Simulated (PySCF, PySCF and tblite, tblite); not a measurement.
# C₄H₅FSi: telling isomers apart by computed NMR, part 2 of 2

PySCF and tblite. Atoms count from 0. The steps go on from the part before.

## (10) Boltzmann average, isomer C: properties at B3LYP/pcSseg-1 in tetrahydrofuran

What the job is given:

```
{"job": {"study": "conf", "smiles": "F[SiH]1C=CC=C1", "search": {"seed": 3771, "n_embed": 45, "ff_keep": 10, "window": 2.5, "nmax": 6, "temps": [250, 298.15, 350], "t_ref": 298.15, "order": 0.002}, "level": {"nmr": {"xc": "B3LYP", "basis": "pcSseg-1", "solvent": "tetrahydrofuran"}}, "kind": "conf"}, "charge": 0, "multiplicity": 1}
F     -2.149090    -0.017503    -1.559946
Si    -1.386117     0.066558    -0.136753
C      0.024100     1.319388    -0.121119
C      1.178012     0.676969     0.093133
C      1.095925    -0.776004     0.223031
C     -0.124551    -1.313415     0.114719
H     -2.446793     0.213883     0.843234
H     -0.028815     2.389252    -0.227875
H      2.141137     1.162586     0.161250
H      1.999374    -1.346386     0.385640
H     -0.297758    -2.372658     0.198721
```

The log of the run:

```text
conformer  sym    E(xTB)   E(DFT)   G(298.15 K)  weight  dipole/D
    1     Cs      0.000    0.000    0.000   1.0000    2.208

mean shielding (ppm) by class
class atoms           250 K   298.15 K      350 K
  0 F  0            389.183    389.183    389.183
  1 Si 1            331.921    331.921    331.921
  2 C  2,5           50.908     50.908     50.908
  3 C  3,4           23.074     23.074     23.074
  4 H  6             26.436     26.436     26.436
  5 H  7,10            26.0       26.0       26.0
  6 H  8,9           24.565     24.565     24.565
```

Wall time 29 s (1 thread of Intel Xeon at 2.50GHz, shared host). This counts the runs that the step sums up.

The search (ETKDG and KDG, MMFF94s, GFN2-xTB) embedded 45 structures, kept 1 distinct ones after the force field and 1 after xTB; 1 was carried on (window 2.5 kcal/mol at the search's own energies). Energies: B3LYP/pcSseg-1 in tetrahydrofuran with D3(BJ).

Conformer by conformer (298 K):

```
no.  group  mirror pair  ΔE xTB  ΔE DFT    ΔG  weight (%)  μ (D)     A, B, C (GHz)
  1     Cs           no    0.00    0.00  0.00       100.0   2.21  5.82, 2.52, 2.00
```

Energies in kcal/mol. ΔG holds xTB vibrations and rotation, symmetry numbers and mirror pairs.

Shifts against references run at the same level (¹³C TMS 182.7, ²⁹Si TMS 334.3, ¹H TMS 31.81 ppm of shielding), by class of atoms, at 298 K:

```
  atoms                                                   environment    average
 C3, C4                                                     alkene CH      159.6
 C2, C5                                                     alkene CH      131.8
 H8, H9                                      hydrogen on an alkene CH       7.25
H7, H10                                      hydrogen on an alkene CH       5.81
     H6  hydrogen on a silicon bonded to 2 C, F, in a 5-membered ring       5.38
     F0                                         fluorine bonded to Si  389.2 (σ)
    Si1             silicon bonded to 2 C, F, H, in a 5-membered ring        2.3
```

Effective distances for nuclear Overhauser effects, ⟨r⁻⁶⟩^(−1/6) over all pairs of two classes (Å): H7···H8 2.81; H6···H7 3.42.

## (11) Shieldings, isomer B, conformer 1: PBE/pcSseg-1 in acetone

What the job is given:

```
{"job": {"xc": "PBE", "basis": "pcSseg-1", "solvent": "acetone", "grid": 3, "kind": "nmr", "pop": false}, "charge": 0, "multiplicity": 1}
F      2.604270    -0.190024    -0.461929
C      1.287199    -0.088329    -0.229999
C      0.570302    -1.213824     0.003364
C     -0.855573    -0.994333     0.244542
C     -1.326279     0.281628     0.214979
Si     0.121702     1.401812    -0.151610
H      0.981984    -2.216151     0.018943
H     -1.481356    -1.861324     0.437721
H     -2.383639     0.449673     0.393317
H      0.030286     2.111442    -1.411529
H      0.456528     2.322099     0.916238
```

The log of the run:

```text
coarse grid: 10160 points
cycle   1  E = -544.1058264395  dE =  6.636e-01  |g| = 5.726e-01  |ddm| = 3.175e+00
cycle   2  E = -543.9349329028  dE =  1.709e-01  |g| = 9.680e-01  |ddm| = 1.245e+00
cycle   3  E = -544.1588696637  dE = -2.239e-01  |g| = 2.782e-01  |ddm| = 1.011e+00
cycle   4  E = -544.1811503531  dE = -2.228e-02  |g| = 5.096e-02  |ddm| = 2.970e-01
cycle   5  E = -544.1815799790  dE = -4.296e-04  |g| = 2.475e-02  |ddm| = 5.341e-02
cycle   6  E = -544.1816896814  dE = -1.097e-04  |g| = 7.414e-03  |ddm| = 2.139e-02
cycle   7  E = -544.1817021891  dE = -1.251e-05  |g| = 2.622e-03  |ddm| = 7.440e-03
cycle   8  E = -544.1817038684  dE = -1.679e-06  |g| = 6.150e-04  |ddm| = 2.449e-03
final grid: 138960 points
cycle   9  E = -544.2385919176  dE = -2.099e-05  |g| = 1.162e-02  |ddm| = 3.204e-02
cycle  10  E = -544.2385131000  dE =  7.882e-05  |g| = 2.261e-02  |ddm| = 2.669e-02
cycle  11  E = -544.2386217941  dE = -1.087e-04  |g| = 3.238e-03  |ddm| = 1.854e-02
cycle  12  E = -544.2386239223  dE = -2.128e-06  |g| = 8.085e-04  |ddm| = 3.158e-03
cycle  13  E = -544.2386240576  dE = -1.353e-07  |g| = 3.373e-04  |ddm| = 8.277e-04
cycle  14  E = -544.2386240870  dE = -2.944e-08  |g| = 6.525e-05  |ddm| = 3.162e-04
cycle  15  E = -544.2386240879  dE = -9.099e-10  |g| = 3.121e-05  |ddm| = 8.019e-05
converged SCF energy = -544.2386240879

GIAO shielding tensors (ppm)
atom      isotropic    diamagn.    paramagn.     s11        s22        s33       span
  0 F      270.349     472.671    -202.322    152.470    204.546    454.030    301.559
  1 C       -6.115     255.762    -261.877    -88.414     23.918     46.151    134.565
  2 C       44.792     255.833    -211.041    -60.347     63.926    130.797    191.145
  3 C       22.176     254.407    -232.231    -96.622     21.356    141.793    238.415
  4 C       61.021     258.522    -197.501    -47.254     71.036    159.282    206.536
  5 Si     402.571     881.389    -478.819    361.016    397.218    449.478     88.462
  6 H       24.605      31.021      -6.416     21.711     24.233     27.870      6.159
  7 H       24.096      30.759      -6.664     21.854     23.422     27.011      5.158
  8 H       25.433      30.283      -4.850     24.190     24.911     27.198      3.009
  9 H       27.048      28.205      -1.157     24.144     24.842     32.159      8.016
 10 H       27.048      28.208      -1.159     24.144     24.842     32.159      8.015
```

Run time: 33 s. Hardware: 1 thread of Intel Xeon at 2.50GHz, shared host; peak memory 0.67 GiB.

In short: HOMO -5.52 eV, LUMO -2.46 eV; dipole 1.47 D.

## (12) Boltzmann average, isomer B: properties at PBE/pcSseg-1 in acetone

What the job is given:

```
{"job": {"study": "conf", "smiles": "FC1=CC=C[SiH2]1", "search": {"seed": 3771, "n_embed": 45, "ff_keep": 10, "window": 2.5, "nmax": 6, "temps": [250, 298.15, 350], "t_ref": 298.15, "order": 0.002}, "level": {"nmr": {"xc": "PBE", "basis": "pcSseg-1", "solvent": "acetone", "grid": 3}, "alter": {"geometry": "GFN1-xTB"}, "change": "PBE/pcSseg-1; solvent acetone; grid level 3; GFN1-xTB geometries"}, "kind": "conf"}, "charge": 0, "multiplicity": 1}
F      2.604270    -0.190024    -0.461929
C      1.287199    -0.088329    -0.229999
C      0.570302    -1.213824     0.003364
C     -0.855573    -0.994333     0.244542
C     -1.326279     0.281628     0.214979
Si     0.121702     1.401812    -0.151610
H      0.981984    -2.216151     0.018943
H     -1.481356    -1.861324     0.437721
H     -2.383639     0.449673     0.393317
H      0.030286     2.111442    -1.411529
H      0.456528     2.322099     0.916238
```

The log of the run:

```text
conformer  sym    E(xTB)   E(DFT)   G(298.15 K)  weight  dipole/D
    1     Cs      0.000    0.000    0.000   1.0000    1.474

mean shielding (ppm) by class
class atoms           250 K   298.15 K      350 K
  0 F  0            270.349    270.349    270.349
  1 C  1             -6.115     -6.115     -6.115
  2 C  2             44.792     44.792     44.792
  3 C  3             22.176     22.176     22.176
  4 C  4             61.021     61.021     61.021
  5 Si 5            402.571    402.571    402.571
  6 H  6             24.605     24.605     24.605
  7 H  7             24.096     24.096     24.096
  8 H  8             25.433     25.433     25.433
  9 H  9,10          27.048     27.048     27.048
```

Wall time 33 s (1 thread of Intel Xeon at 2.50GHz, shared host). This counts the runs that the step sums up.

Against the first level, at 298 K (shieldings, ppm; largest changes first):

```
  atoms  B3LYP/pcSseg-1 in tetrahydrofuran  PBE/pcSseg-1 in acetone  change
     F0                              295.1                    270.3   -24.7
     C2                               49.7                     44.8    -4.9
     C3                               25.9                     22.2    -3.7
    Si5                              399.8                    402.6    +2.8
     C1                               -8.5                     -6.1    +2.4
     C4                               59.4                     61.0    +1.6
     H8                              26.20                    25.43   -0.76
     H6                              25.24                    24.61   -0.63
     H7                              24.67                    24.10   -0.57
H9, H10                              27.28                    27.05   -0.23
```

Weights: from B3LYP/pcSseg-1 in tetrahydrofuran energies 1: 100 %; from PBE/pcSseg-1 in acetone energies 1: 100 % (with a dispersion term where the level has one and the same thermal terms, so they don't follow from the SCF energies alone). Times: 35 s and 33 s.

## (13) Assigning the signals

What the job is given:

```
{"job": {"study": "set", "relation": "regioisomers", "members": [{"smiles": "[F:1][C:2]1=[CH:3][SiH2:4][CH:5]=[CH:6]1"}, {"smiles": "[F:1][C:2]1=[CH:3][CH:4]=[CH:5][SiH2:6]1"}, {"smiles": "[F:1][SiH:2]1[CH:3]=[CH:4][CH:5]=[CH:6]1"}], "charge": 0, "search": {"seed": 3771, "n_embed": 45, "ff_keep": 10, "window": 2.5, "nmax": 6, "temps": [250, 298.15, 350], "t_ref": 298.15, "order": 0.002}, "level": {"nmr": {"xc": "B3LYP", "basis": "pcSseg-1", "solvent": "tetrahydrofuran"}}, "dp4": {"C": [1.5, 10], "H": [0.12, 10]}, "second_levels": [{"nmr": {"xc": "PBE", "basis": "pcSseg-1", "solvent": "acetone", "grid": 3}, "wide": true, "alter": {"geometry": "GFN1-xTB"}, "change": "PBE/pcSseg-1; solvent acetone; grid level 3; GFN1-xTB geometries"}], "kind": "set"}, "charge": 0, "multiplicity": 1}
F      2.630290     0.185557    -0.074106
C      1.288822     0.041155    -0.046618
C      0.664936    -1.122690    -0.237969
Si    -1.185485    -0.804996    -0.104449
C     -0.831393     1.023770     0.221349
C      0.488908     1.229825     0.206743
H      1.198256    -2.036010    -0.429580
H     -1.802599    -1.477574     1.037649
H     -1.898282    -1.033630    -1.360382
H     -1.533027     1.821151     0.398141
H      0.984998     2.176113     0.363258
```

The log of the run:

```text
isomer  G rel   conformers  SMILES
A    39.216      1   FC1=C[SiH2]C=C1
B    45.442      1   FC1=CC=C[SiH2]1
C     0.000      1   F[SiH]1C=CC=C1

signals of isomer B at the second level: probabilities [1e-05, 0.99999, 0.0]
```

Run time: 2.4 min. Hardware: 1 thread of Intel Xeon at 2.50GHz, shared host; peak memory 0.74 GiB. This counts the whole study up to here.

The 3 candidates (regioisomers), with energies and dipoles from their ensembles above, at 298 K; shieldings at B3LYP/pcSseg-1 in tetrahydrofuran:

```
isomer           SMILES  conformers     ΔE     ΔG  μ rms (D)
     A  FC1=C[SiH2]C=C1           1  40.95  39.22       1.98
     B  FC1=CC=C[SiH2]1           1  47.19  45.44       1.75
     C   F[SiH]1C=CC=C1           1   0.00   0.00       2.21
```

Energies in kcal/mol.

The signals of isomer B, computed at a second level (PBE/pcSseg-1 in acetone on GFN1-xTB geometries), stand in for a spectrum. The test takes 4 C values. Each candidate's shieldings are matched to them as sorted lists by a straight-line fit, or by a shift alone where signals are few or close (slope 1; a small slope inflates the errors), and the errors are weighed by Student-t tails (C: width 1.5 ppm).

```
candidate  C slope  C mean error  C largest   P(C)  P(all)
        A     1.15           5.9       11.8    0.0     0.0
        B     1.03           3.0        3.6  100.0   100.0
        C     0.49          11.1       20.1    0.0     0.0
```

Errors in ppm, probabilities in per cent.

## (14) Outcome

This closing draws on all 2 parts.

| quantity | value |
| --- | --- |
| conformers, isomer A | 1; the first in weight is no. 1 (Cs), 100 % at 298 K |
| root-mean-square dipole, isomer A | 1.98 D |
| averaged ¹³C shifts, isomer A (B3LYP/pcSseg-1 in tetrahydrofuran) | 184.1, 152.6, 141.5, 99.6 ppm |
| averaged ¹H shifts, isomer A (B3LYP/pcSseg-1 in tetrahydrofuran) | 7.08, 6.50, 5.05, 4.61 ppm |
| averaged ²⁹Si shifts, isomer A (B3LYP/pcSseg-1 in tetrahydrofuran) | -49.3 ppm |
| conformers, isomer B | 1; the first in weight is no. 1 (Cs), 100 % at 298 K |
| root-mean-square dipole, isomer B | 1.75 D |
| averaged ¹³C shifts, isomer B (B3LYP/pcSseg-1 in tetrahydrofuran) | 191.2, 156.8, 133.0, 123.2 ppm |
| averaged ¹H shifts, isomer B (B3LYP/pcSseg-1 in tetrahydrofuran) | 7.14, 6.58, 5.62, 4.53 ppm |
| averaged ²⁹Si shifts, isomer B (B3LYP/pcSseg-1 in tetrahydrofuran) | -65.6 ppm |
| conformers, isomer C | 1; the first in weight is no. 1 (Cs), 100 % at 298 K |
| root-mean-square dipole, isomer C | 2.21 D |
| averaged ¹³C shifts, isomer C (B3LYP/pcSseg-1 in tetrahydrofuran) | 159.6, 131.8 ppm |
| averaged ¹H shifts, isomer C (B3LYP/pcSseg-1 in tetrahydrofuran) | 7.25, 5.81, 5.38 ppm |
| averaged ²⁹Si shifts, isomer C (B3LYP/pcSseg-1 in tetrahydrofuran) | 2.3 ppm |
| lowest in free energy | isomer C |
| signals of B (PBE/pcSseg-1 in acetone on GFN1-xTB geometries) | best fit B, 100 % |

In words: The search found one conformer for isomer A in the window, so the averages are its own values. The search found one conformer for isomer B in the window, so the averages are its own values. The search found one conformer for isomer C in the window, so the averages are its own values. Between B3LYP/pcSseg-1 in tetrahydrofuran and PBE/pcSseg-1 in acetone, F0 of isomer B changes most, by 24.7 ppm of raw shielding (the geometries differ too). The test names the right isomer, B, with 100 %. The stand-in spectrum is computed, so it shares conformers and some errors with the candidates; a measured one would test harder.
